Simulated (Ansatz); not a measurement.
**ScS+ (triplet): the correlation ladder, def2-TZVPP**

An exercise on one series of results from a longer session: the logs are not shown, and one member is left open.

Computed with Ansatz 0.2.0, Gaussian basis. Level: def2-TZVPP, core rule «outside noble gas», up to 14 orbitals frozen.

To be run: UHF; ROHF; CCSD(T) on UHF.

2 further runs of the same task are left out: 2 set aside as unsound or not needed.

**The geometry**

The geometry is a PBE0/def2-TZVP stationary point (not a proven minimum) of the parent state, kept for this charge and spin.

2 atoms, charge 1, spin multiplicity 3.

Atoms are counted from 1 here; the program's logs count them from 0.

Bond lengths: Sc1–S2 2.118 Å.

Geometry (Å):

```xyz
2
SSc
Sc    0.0000    0.0000    0.0000
S     0.0000    0.0000    2.1184
```

Set-up of the first run:

The input, in.yaml:

```yaml
crystal:
  periodic: [false, false, false]
  atoms:
    - {symbol: Sc, position_ang: [0.000000, 0.000000, 0.000000]}
    - {symbol: S, position_ang: [0.000000, 0.000000, 2.118400]}
basis:
  gaussian: {orbitals: def2-TZVPP}
total_charge: 1
magnetization: {spin_polarized: true, initial_magnetization: 2}
hamiltonian: {xc: hf}
output: {orbitals: {seedname: orbitals}}
```

The run is started by

```bash
ansatz run in.yaml --threads 1 --pin off --events-out ev --progress --plain --max-ram 4096MiB --backend cpu
```

Among the steps run: UHF; ROHF; CCSD(T) on UHF.

One of the session's tables, all rows but one given; the rest of the session is left out.

| method | from UCCSD(T) (meV) |
| --- | --- |
| ROHF | ? |
| UHF | +5424.5 |
| UMP2 | +928.2 |
| UCCSD | +271.2 |
| UCCSD(T) | 0 |

**Question.** Estimate the row for ROHF.

The run gave: from UCCSD(T) (meV): +5594.4. In the column «from UCCSD(T) (meV)» it is the highest.
